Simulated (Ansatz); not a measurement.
I need a search for lower mean-field states of AsRb. Use Ansatz's Python interface. Use (for the species named): PBE0, def2-SVP basis, multiplicity 3.

`asrb.xyz`
```text
2

Rb    0.00000    0.00000    0.00000
As    0.00000    0.00000    3.23500
```

`asrb_states.py`
```python
"""Does a wider search find a lower mean-field state of AsRb?"""

import ansatz
import numpy as np

molecule = ansatz.Crystal.molecule_from_extxyz("asrb.xyz")
symbols = [site.symbol for site in molecule.cartesian_sites]

start = np.array([site.position_ang for site in molecule.cartesian_sites])
for factor in [1.0, 1.3]:
    xyz = (start - start.mean(axis=0)) * factor
    scaled = ansatz.Crystal.molecule()
    for symbol, place in zip(symbols, xyz):
        scaled = scaled.atom(symbol, place.tolist())
    base = (
        scaled.calculation()
        .basis(gaussian="def2-SVP")
        .functional("pbe0")
        .spin("collinear", total=2)
    )
    for search in ("off", "standard"):
        try:
            summary = base.scf(lower_state_search=search).run(threads=1).report
        except ansatz.AnsatzError as error:
            print(f"x{factor} search {search}: {type(error).__name__}")
            continue
        state = summary["mean_field"]["state"]
        print(f"all distances x{factor}, search {search:8s} E = {summary['free_energy_ev']:.5f} eV  <S^2> = {abs(state['spin_squared']):.3f}  other states met: {len(summary['mean_field']['others'])}")
```

Output of `python asrb_states.py`:
```text
all distances x1.0, search off      E = -61481.06454 eV  <S^2> = 2.037  other states met: 0
all distances x1.0, search standard E = -61481.06454 eV  <S^2> = 2.037  other states met: 3
all distances x1.3, search off      E = -61480.62619 eV  <S^2> = 2.300  other states met: 0
all distances x1.3, search standard E = -61480.62619 eV  <S^2> = 2.300  other states met: 4
```

Total energies depend on the basis set; only differences at equal settings carry meaning. The count of other states can hold repeated and symmetry-equivalent ends of the search; scaling all distances is a test, and for more than two atoms no physical path. def2 sets replace the cores of elements past krypton by effective core potentials. The run takes the species as open-shell (spin multiplicity 3), which needn't be its ground state. The expectation value of S² is noticeably off S(S+1) in at least one run, so that state is spin-contaminated. The spin state was assumed, and another may lie lower. It ran for 15 s on 1 thread of Arm Neoverse V2, with other jobs on the host, peak memory 0.23 GiB.
